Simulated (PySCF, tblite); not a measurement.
**C5H5F3NS+: infrared bands and NMR shifts**

Aim: predict the infrared bands and NMR shifts of C5H5F3NS+ (`C[n+]1cscc1C(F)(F)F`).

The runs use tblite 0.8.0 and PySCF 2.14.0, with density-fitted response routines of our own; the level of theory stands in each step. All values are computed, except where a source is named. Atoms count from 0, in the outputs and in this text.

### Step 1. The molecule as given

15 atoms, charge 1, multiplicity 1; geometry from: GFN2-xTB.

Bonds of the start (Å): C0–N1 1.44, N1–C2 1.32, C2–S3 1.69, S3–C4 1.71, C4–C5 1.36, C5–C6 1.52, C6–F7 1.32, C6–F8 1.33, C6–F9 1.34, C5–N1 1.37, C0–H10 1.09, C0–H11 1.09, C0–H12 1.09, C2–H13 1.08, C4–H14 1.07.

### Step 2. Harmonic vibrations with GFN2-xTB

Job settings and geometry (Å):

```
{"job": {"kind": "ir", "xc": "GFN2-xTB", "basis": "xTB"}, "charge": 1, "multiplicity": 1}
C     -1.585886    -0.744314     0.049899
N     -0.654524     0.357305     0.080381
C     -1.008192     1.622486     0.222623
S      0.290966     2.701151     0.222996
C      1.373806     1.392339     0.022637
C      0.702796     0.211292    -0.034591
C      1.344285    -1.152032    -0.207999
F      2.659415    -1.040243    -0.296280
F      0.895051    -1.752238    -1.312599
F      1.054457    -1.949103     0.823005
H     -1.371553    -1.444806     0.859490
H     -1.506796    -1.281212    -0.897522
H     -2.600971    -0.371587     0.163227
H     -2.034932     1.927936     0.327716
H      2.437665     1.531016    -0.044896
```

**Question.** This job is followed by: GIAO PBE0/pcSseg-1 NMR shielding, non-relativistic, gas phase. What will the session give for the following? strongest single infrared mode (GFN2-xTB); zero-point energy (GFN2-xTB); 13C shifts against TMS (PBE0/pcSseg-1); 1H shifts against TMS (PBE0/pcSseg-1, means over atoms taken as alike); 15N shifts against NH3 (PBE0/pcSseg-1); 33S shifts against CS2 (PBE0/pcSseg-1); 19F shifts against CFCl3 (PBE0/pcSseg-1, means over atoms taken as alike).

As calculated:

```
                                                                 quantity                                 value
                                strongest single infrared mode (GFN2-xTB)                 1066 cm⁻¹, 256 km/mol
                                             zero-point energy (GFN2-xTB)                         60.5 kcal/mol
                                   13C shifts against TMS (PBE0/pcSseg-1)  168.6, 147.2, 141.5, 126.2, 40.9 ppm
   1H shifts against TMS (PBE0/pcSseg-1, means over atoms taken as alike)                  9.02, 8.75, 4.75 ppm
                                   15N shifts against NH3 (PBE0/pcSseg-1)                             237.0 ppm
                                   33S shifts against CS2 (PBE0/pcSseg-1)                               288 ppm
19F shifts against CFCl3 (PBE0/pcSseg-1, means over atoms taken as alike)                             -76.7 ppm
```

**Reading.** No mode is imaginary among the 39: a minimum at this level. The strongest single mode, at 1066 cm⁻¹, moves mainly C6. Unscaled tight-binding wavenumbers are off by several per cent, some by more. Its intensities can rank the bands wrongly. At PBE0/pcSseg-1: The widest tensor belongs to S3: span 445 ppm, with a paramagnetic part of -840 ppm. NICS(1)zz of -26 ppm above the planar ring from N1 marks a diatropic (aromatic) ring current.
